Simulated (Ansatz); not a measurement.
# FH₅O₃Si₂: one species, many methods

The task here is to estimate one member of a computed series from the others.

Program: Ansatz 0.2.0, Gaussian basis. Level of theory: functionals in def2-TZVPP, the program's frozen cores in correlated methods. These are calculated values, not measurements.

Levels to be run: PBE-D4, r2SCAN-D4, PBE0-D4, B3LYP-D4, ωB97X-V, ωB97M-V, B2PLYP; CCSD(T)/def2-TZVPP; MP2/def2-QZVPP; extrapolation to the limit.

### The relaxed structure

The geometry comes from an earlier relaxation with PBE0-D4 in a triple-zeta def2 set; it is a stationary point, not always the lowest conformer.

SMILES `O[SiH](O)[SiH](O)F`, 11 atoms, charge 0, spin multiplicity 1.

Atoms are counted from 1 here; the program's logs count them from 0.

Bond lengths: O1–Si2 1.649 Å, O1–H7 0.960 Å, Si2–O3 1.644 Å, Si2–Si4 2.354 Å, Si2–H8 1.486 Å, O3–H9 0.959 Å, Si4–O5 1.638 Å, Si4–F6 1.610 Å, Si4–H10 1.479 Å, O5–H11 0.958 Å. Angles: Si2–O1–H7 116.7°, O1–Si2–O3 113.8°, O1–Si2–Si4 109.0°, O1–Si2–H8 103.2°, O3–Si2–Si4 105.3°, O3–Si2–H8 110.9°, Si4–Si2–H8 114.9°, Si2–O3–H9 118.4°, Si2–Si4–O5 112.4°, Si2–Si4–F6 104.3°, Si2–Si4–H10 117.7°, O5–Si4–F6 109.8°, O5–Si4–H10 105.2°, F6–Si4–H10 107.3°, Si4–O5–H11 118.7°.

Set-up of the first run:

The input, in.yaml:

```yaml
crystal:
  periodic: [false, false, false]
  atoms:
    - {symbol: O, position_ang: [-1.681415, 0.896392, -0.677659]}
    - {symbol: Si, position_ang: [-0.321865, 0.000928, -0.939588]}
    - {symbol: O, position_ang: [0.777388, 0.734537, -1.917961]}
    - {symbol: Si, position_ang: [0.789959, -0.320716, 1.110252]}
    - {symbol: O, position_ang: [0.109474, -1.508806, 2.009396]}
    - {symbol: F, position_ang: [0.640462, 1.091776, 1.868123]}
    - {symbol: H, position_ang: [-1.575676, 1.701209, -0.165555]}
    - {symbol: H, position_ang: [-0.847579, -1.238835, -1.568759]}
    - {symbol: H, position_ang: [0.548559, 0.873118, -2.838986]}
    - {symbol: H, position_ang: [2.232211, -0.646822, 1.065871]}
    - {symbol: H, position_ang: [-0.846220, -1.555681, 2.062865]}
basis:
  gaussian: {orbitals: def2-TZVPP}
hamiltonian: {xc: pbe, dispersion: d4}
output: {forces: true, orbitals: {seedname: orbitals}}
```

Run with:

```bash
$ ansatz run in.yaml --threads 4 --pin off --events-out ev --progress --plain --max-ram 10444MiB
```

Among the steps run: PBE-D4 (GGA); r2SCAN-D4 (meta-GGA); PBE0-D4 (hybrid); B3LYP-D4 (hybrid); ωB97X-V (range-separated); ωB97M-V (range-separated); B2PLYP (double hybrid); CCSD(T) in def2-TZVPP; MP2 in def2-QZVPP.

One table of the session follows, with a row left open; its other results are not shown here.

It belongs to the step «Atomisation energies». 

| method | atomisation energy (kJ/mol) |
| --- | --- |
| PBE-D4 | 4267.3 |
| r2SCAN-D4 | 4233.5 |
| PBE0-D4 | 4165.2 |
| B3LYP-D4 | 4203.1 |
| ωB97X-V | 4245.8 |
| ωB97M-V | 4239.5 |
| B2PLYP | 4178.9 |
| HF/def2-TZVPP | 3009.0 |
| MP2/def2-TZVPP | 4243.4 |
| CCSD/def2-TZVPP | ? |
| CCSD(T)/def2-TZVPP | 4121.0 |
| MP2/CBS | 4387.0 |
| CCSD(T)/CBS | 4264.6 |

Q: Estimate the row for CCSD/def2-TZVPP from the others.

As computed: atomisation energy (kJ/mol): 4056.4. In the column «atomisation energy (kJ/mol)» it lies between HF/def2-TZVPP (3009.0) and CCSD(T)/def2-TZVPP (4121.0).
